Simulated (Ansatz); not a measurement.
# AlNi3: the cost of one run

Computed with Ansatz 0.2.0 (DFT LDA, scalar-relativistic, plane waves, PAW, unless a step's input says otherwise).

29 further runs of the same task are left out: 1 for a known fault of the program, 28 set aside as unsound or not needed.

## 1. Starting point

It takes space group Fm-3m (No. 225, cubic). The conventional cell has a = 5.535 Å, b = 5.535 Å, c = 5.535 Å, α = 90.00°, β = 90.00°, γ = 90.00°. Al (site symmetry m-3m) is surrounded by 8 Ni at 2.40 Å. Ni (site symmetry -43m) has 4 Al at 2.40 Å and 4 Ni at 2.40 Å as nearest neighbours. Ni (site symmetry m-3m) is surrounded by 8 Ni at 2.40 Å.

Coordinates:

```
Al Ni
1.0
     0.00000    2.76774    2.76774
     2.76774    0.00000    2.76774
     2.76774    2.76774    0.00000
Al Ni
1 3
Direct
  0.50000 0.50000 0.50000
  0.25000 0.25000 0.25000
  0.00000 0.00000 0.00000
  0.75000 0.75000 0.75000
```

It goes back to an entry of the Materials Project, which need not be the stable form.

This cell was relaxed beforehand with the same method: volume 10.60 Å³/atom, gap on the mesh none (metal).

## 2. Plan of the line

The energy is mapped over volume and a fixed ferromagnetic moment.

First coordinate, volume per atom: 7 values from 8.69 to 12.51 Å³. Second coordinate, total spin moment of the cell, held fixed: 9 values from 0.000 to 3.000 μB.

Nothing else is relaxed (shape and fractional coordinates fixed). Points are written as (first, second).

## 3. Grid point (8.69 Å³, 0.000 μB)

input.yaml

```yaml
crystal:
  lattice:
    - [0.0, 2.5905971998, 2.5905971998]
    - [2.5905971998, 0.0, 2.5905971998]
    - [2.5905971998, 2.5905971998, 0.0]
  atoms:
    - { symbol: Al, position: [0.5, 0.5, 0.5] }
    - { symbol: Ni, position: [0.25, 0.25, 0.25] }
    - { symbol: Ni, position: [0.0, 0.0, 0.0] }
    - { symbol: Ni, position: [0.75, 0.75, 0.75] }
basis:
  ecutwfc: 520.0
kpoints:
  mp_grid: { grid: [14, 14, 14] }
hamiltonian:
  xc: lda
  pseudopotentials: { kind: paw, azcp: { folder: soft_1 } }
scf:
  occupations: { method: gaussian, width: 0.15 }
  lower_state_search: "off"
output:
  forces: true
  stress: true
  eigenvalues: true
```

Run with:

```
> ansatz run input.yaml --threads 4 --pin off --max-ram 8192MiB --backend cpu --events-out ev --progress --plain --runs-dir out
```

Q: Estimate wall time and peak memory on 4 threads of Arm Neoverse N1, shared host.

About 5.3 s, with a peak of 0.42 GiB.
